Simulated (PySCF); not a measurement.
# CH5ClO2Si: the cost of one run

Programs: PySCF 2.14.0, with density-fitted response routines of our own. Each step states its level of theory. These are calculated values for one molecule in the gas phase, unless marked as measured. Atoms count from 0, in the outputs and in this text.

### 1 Starting geometry

10 atoms, charge 0, multiplicity 1; geometry from: PBE0-D3(BJ)/def2-SVP.

Bonds of the start (Å): O0–Si1 1.65, Si1–O2 1.66, Si1–C3 1.88, C3–Cl4 1.80, O0–H5 0.96, Si1–H6 1.49, O2–H7 0.96, C3–H8 1.10, C3–H9 1.10.

### 2 Shielding tensors: HF/pcSseg-2

The job: settings as JSON, then the geometry in Å.

```
{"job": {"kind": "nmr", "xc": "HF", "basis": "pcSseg-2", "pop": false}, "charge": 0, "multiplicity": 1}
O     -0.769708    -1.743662    -0.361200
Si    -0.175646    -0.213457    -0.552635
O     -1.437379     0.858855    -0.593979
C      0.879564     0.137171     0.962700
Cl     1.305111     1.885715     0.899021
H     -1.340980    -2.092719    -1.050900
H      0.657845    -0.104254    -1.784445
H     -1.196212     1.771431    -0.399793
H      0.326043    -0.040074     1.896232
H      1.815728    -0.436999     0.997275
```

With the program's defaults for keys left out, this is: GIAO HF/pcSseg-2 NMR shielding, non-relativistic, gas phase.

Run with:

```
$ OMP_NUM_THREADS=1 python probes_run.py task.json out
```

This one command runs all jobs of the session in turn.

**Question.** How long does this first job take on 1 thread of Arm Neoverse V1, shared host, and how much memory does it need?

About 22 s, with a peak of 1 GiB.
